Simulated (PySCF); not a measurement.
# FGaH₅N: electronic excitations at several levels of theory, part 2 of 2

PySCF 2.14.0. Atoms count from 0.

## 9. Excited states and response: PBE0/def2-SVP

What the job is given:

```
{"job": {"kind": "uv", "xc": "PBE0", "basis": "def2-SVP"}, "charge": 0, "multiplicity": 1}
N      1.023293     0.027329     0.030334
Ga    -1.098965    -0.185098     0.028253
F     -1.281326     1.398997    -0.780742
H      1.553972    -0.734951     0.451133
H      1.336172     0.139630    -0.934388
H      1.256967     0.889097     0.524321
H     -1.431822    -0.143753     1.566303
H     -1.303373    -1.410860    -0.938069
```

Level: TDDFT PBE0/def2-SVP, vertical, gas phase, core orbitals frozen in the response.

Log:

```text
coarse grid: 30200 points
cycle   1  E = -2081.6302355187  dE = -5.742e-01  |g| = 7.740e-01  |ddm| = 2.482e+00
cycle   2  E = -2081.4212377679  dE =  2.090e-01  |g| = 1.376e+00  |ddm| = 1.762e+00
cycle   3  E = -2081.7271916753  dE = -3.060e-01  |g| = 1.184e-01  |ddm| = 1.267e+00
cycle   4  E = -2081.7291682449  dE = -1.977e-03  |g| = 5.087e-02  |ddm| = 1.083e-01
cycle   5  E = -2081.7295370633  dE = -3.688e-04  |g| = 6.101e-03  |ddm| = 3.302e-02
cycle   6  E = -2081.7295455918  dE = -8.529e-06  |g| = 2.219e-03  |ddm| = 6.552e-03
final grid: 62752 points
cycle   7  E = -2081.7295017295  dE =  6.325e-07  |g| = 2.904e-03  |ddm| = 3.508e-03
cycle   8  E = -2081.7295004254  dE =  1.304e-06  |g| = 3.891e-03  |ddm| = 4.619e-03
cycle   9  E = -2081.7295033111  dE = -2.886e-06  |g| = 2.024e-04  |ddm| = 2.711e-03
cycle  10  E = -2081.7295033176  dE = -6.475e-09  |g| = 1.663e-05  |ddm| = 1.539e-04
cycle  11  E = -2081.7295033176  dE = -5.957e-11  |g| = 5.559e-06  |ddm| = 1.627e-05
converged SCF energy = -2081.7295033176

Static polarisability (au): isotropic 33.846, principal 31.184 34.166 36.187

Singlet excitations
state   eV       nm        f      main configurations
  1   6.6747    185.8   0.00106   H->L 0.97
  2   7.5533    164.1   0.00255   H->L+1 0.94
  3   7.9760    155.4   0.14268   H-1->L 0.97
  4   8.5086    145.7   0.00979   H-2->L 0.91
  5   8.5643    144.8   0.00185   H-3->L 0.77, H->L+2 0.18
  6   8.6749    142.9   0.01834   H->L+2 0.66, H-3->L 0.19, H->L+5 0.10
  7   8.6822    142.8   0.03108   H-1->L+1 0.76, H-2->L+1 0.17
  8   9.2030    134.7   0.00075   H->L+3 0.94
  9   9.2470    134.1   0.04755   H->L+4 0.51, H-3->L+1 0.34
 10   9.2886    133.5   0.08781   H-4->L 0.79, H-2->L+1 0.09

Triplet excitations (Tamm-Dancoff, eV): 6.4226 7.1015 7.4591 7.6093
```

It took 4.2 s on 1 thread of Arm Neoverse V2, shared host; peak memory 0.55 GiB.

This run: HOMO -7.59 eV, LUMO 0.30 eV; lowest singlet 6.67 eV.

## 10. Excited states and response: PBE0/def2-TZVP

Same as in step 9 but for these lines:

```diff
@@ -1,2 +1,2 @@
-{"job": {"kind": "uv", "xc": "PBE0", "basis": "def2-SVP"}, "charge": 0, "multiplicity": 1}
+{"job": {"kind": "uv", "xc": "PBE0", "basis": "def2-TZVP"}, "charge": 0, "multiplicity": 1}
 N      1.023293     0.027329     0.030334
```

Level: TDDFT PBE0/def2-TZVP, vertical, gas phase, core orbitals frozen in the response.

Log:

```text
coarse grid: 30200 points
cycle   1  E = -2082.0529614249  dE = -5.469e-01  |g| = 9.511e-01  |ddm| = 1.883e+00
cycle   2  E = -2081.8058021741  dE =  2.472e-01  |g| = 1.648e+00  |ddm| = 1.293e+00
cycle   3  E = -2082.1646083218  dE = -3.588e-01  |g| = 1.877e-01  |ddm| = 9.286e-01
cycle   4  E = -2082.1689783991  dE = -4.370e-03  |g| = 5.221e-02  |ddm| = 1.092e-01
cycle   5  E = -2082.1692891445  dE = -3.107e-04  |g| = 7.450e-03  |ddm| = 2.780e-02
cycle   6  E = -2082.1693006631  dE = -1.152e-05  |g| = 2.134e-03  |ddm| = 5.867e-03
cycle   7  E = -2082.1693014418  dE = -7.787e-07  |g| = 7.588e-04  |ddm| = 1.323e-03
final grid: 62752 points
cycle   8  E = -2082.1692543468  dE = -7.280e-08  |g| = 1.027e-03  |ddm| = 1.311e-03
cycle   9  E = -2082.1692542026  dE =  1.442e-07  |g| = 1.391e-03  |ddm| = 1.196e-03
cycle  10  E = -2082.1692545207  dE = -3.180e-07  |g| = 3.820e-05  |ddm| = 6.819e-04
cycle  11  E = -2082.1692545208  dE = -1.892e-10  |g| = 1.818e-05  |ddm| = 2.664e-05
converged SCF energy = -2082.1692545208

Static polarisability (au): isotropic 39.136, principal 36.416 40.368 40.625

Singlet excitations
state   eV       nm        f      main configurations
  1   6.4065    193.5   0.00137   H->L 0.98
  2   7.3566    168.5   0.00060   H->L+1 0.96
  3   7.6934    161.2   0.15460   H-1->L 0.98
  4   8.3619    148.3   0.00315   H-2->L 0.92
  5   8.3747    148.0   0.02878   H->L+2 0.80, H-3->L 0.10
  6   8.4784    146.2   0.00910   H-3->L 0.87, H->L+2 0.09
  7   8.6561    143.2   0.04384   H-1->L+1 0.78, H-2->L+1 0.13
  8   8.7854    141.1   0.00376   H->L+3 0.96
  9   8.9625    138.3   0.02359   H->L+4 0.48, H->L+5 0.41
 10   9.0413    137.1   0.05174   H-4->L 0.89

Triplet excitations (Tamm-Dancoff, eV): 6.1829 6.9052 7.2485 7.3394
```

Wall time 7.7 s (1 thread of Arm Neoverse V2, shared host); peak memory 0.63 GiB.

Key values: HOMO -7.75 eV, LUMO -0.21 eV; lowest singlet 6.41 eV.

## 11. Excited states and response: PBE0/aug-cc-pVDZ

Same as in step 10 but for these lines:

```diff
@@ -1,2 +1,2 @@
-{"job": {"kind": "uv", "xc": "PBE0", "basis": "def2-TZVP"}, "charge": 0, "multiplicity": 1}
+{"job": {"kind": "uv", "xc": "PBE0", "basis": "aug-cc-pVDZ"}, "charge": 0, "multiplicity": 1}
 N      1.023293     0.027329     0.030334
```

Level: TDDFT PBE0/aug-cc-pVDZ, vertical, gas phase, core orbitals frozen in the response.

Log:

```text
coarse grid: 30200 points
cycle   1  E = -2082.0091737807  dE = -5.473e-01  |g| = 6.460e-01  |ddm| = 5.022e+00
cycle   2  E = -2081.8271181236  dE =  1.821e-01  |g| = 1.237e+00  |ddm| = 2.321e+00
cycle   3  E = -2082.0889987580  dE = -2.619e-01  |g| = 8.034e-02  |ddm| = 1.397e+00
cycle   4  E = -2082.0899782467  dE = -9.795e-04  |g| = 4.161e-02  |ddm| = 1.884e-01
cycle   5  E = -2082.0903254473  dE = -3.472e-04  |g| = 8.588e-03  |ddm| = 6.835e-02
cycle   6  E = -2082.0903414282  dE = -1.598e-05  |g| = 1.113e-03  |ddm| = 1.786e-02
cycle   7  E = -2082.0903417246  dE = -2.964e-07  |g| = 2.368e-04  |ddm| = 4.117e-03
final grid: 62752 points
cycle   8  E = -2082.0902979425  dE = -7.419e-08  |g| = 1.726e-04  |ddm| = 3.460e-03
cycle   9  E = -2082.0902979454  dE = -2.978e-09  |g| = 1.356e-04  |ddm| = 9.204e-04
cycle  10  E = -2082.0902979495  dE = -4.030e-09  |g| = 1.915e-05  |ddm| = 3.995e-04
cycle  11  E = -2082.0902979495  dE = -6.958e-11  |g| = 6.215e-06  |ddm| = 3.376e-05
converged SCF energy = -2082.0902979495

Static polarisability (au): isotropic 43.310, principal 40.452 44.356 45.121

Singlet excitations
state   eV       nm        f      main configurations
  1   5.9149    209.6   0.00336   H->L 0.98
  2   6.8916    179.9   0.00183   H->L+1 0.88
  3   7.1655    173.0   0.12778   H-1->L 0.98
  4   7.3573    168.5   0.05174   H->L+3 0.90
  5   7.4068    167.4   0.00255   H->L+2 0.98
  6   7.7270    160.5   0.13465   H->L+4 0.93
  7   7.9033    156.9   0.00152   H-2->L 0.93
  8   8.0116    154.8   0.01593   H-3->L 0.95
  9   8.1386    152.3   0.12253   H->L+6 0.84, H->L+8 0.08
 10   8.1679    151.8   0.02742   H->L+5 0.94

Triplet excitations (Tamm-Dancoff, eV): 5.7726 6.5524 6.8488 6.9348
```

Run time: 7.3 s. Hardware: 1 thread of Arm Neoverse V2, shared host; peak memory 0.57 GiB.

This run: HOMO -7.80 eV, LUMO -0.92 eV; lowest singlet 5.91 eV.

## 12. Side by side: electronic excitations

Excitations and ground-state properties, with basis size and wall time:

| run | lowest singlet (eV) | brightest (eV) | f | gap (eV) | α (Å³) | μ (D) | functions | time |
| --- | --- | --- | --- | --- | --- | --- | --- | --- |
| B3LYP/def2-SVPD | 6.03 | 7.95 | 0.209 | 6.87 | 6.42 | 5.54 | 121 | 11 s |
| PBE0/def2-SVPD | 6.31 | 8.18 | 0.275 | 7.40 | 6.34 | 5.56 | 121 | 11 s |
| BHandHLYP/def2-SVPD | 6.95 | 8.72 | 0.399 | 9.18 | 6.05 | 5.61 | 121 | 12 s |
| CAM-B3LYP/def2-SVPD | 6.66 | 8.45 | 0.363 | 9.46 | 6.31 | 5.59 | 121 | 14 s |
| wB97X-D/def2-SVPD | 6.85 | 8.61 | 0.387 | 10.93 | 6.30 | 5.59 | 121 | 13 s |
| LC-wPBE/def2-SVPD | 7.26 | 9.10 | 0.448 | 11.87 | 6.16 | 5.62 | 121 | 18 s |
| PBE0/6-31G* | 6.52 | 9.09 | 0.123 | 7.79 | 4.91 | 5.63 | 70 | 3.5 s |
| PBE0/def2-SVP | 6.67 | 7.98 | 0.143 | 7.89 | 5.02 | 5.67 | 85 | 4.2 s |
| PBE0/def2-TZVP | 6.41 | 7.69 | 0.155 | 7.54 | 5.80 | 5.54 | 140 | 7.7 s |
| PBE0/aug-cc-pVDZ | 5.91 | 7.73 | 0.135 | 6.88 | 6.42 | 5.49 | 127 | 7.3 s |

## 13. Outcome

This closing draws on all 2 parts.

| quantity | value |
| --- | --- |
| lowest singlet (B3LYP/def2-SVPD) | 6.03 eV (206 nm), f = 0.007 |
| brightest single state of those computed | state 5, 7.95 eV, f = 0.209 |
| lowest triplet | 5.89 eV |
| vertical ionisation energy (ΔSCF) | 10.21 eV |
| range of the lowest singlet | 5.91 to 7.26 eV |

Single values in the summary come from the first run of each kind that ended normally (B3LYP/def2-SVPD), which need not be the best level. The lowest singlet, at 6.03 eV, is HOMO→LUMO 0.99 and is weak; of the 10 states computed, the strongest absorption comes from state 5 at 7.95 eV. The lowest triplet lies 0.14 eV below the lowest singlet (triplets in Tamm-Dancoff, singlets in full TDDFT). ΔSCF puts the ionisation energy at 10.21 eV, 2.58 eV above −ε(HOMO). The lowest singlet runs from 5.91 eV (PBE0/aug-cc-pVDZ) to 7.26 eV (LC-wPBE/def2-SVPD), while the orbital gap spans 6.87 to 11.87 eV. The lowest state need not be the same one in every run.
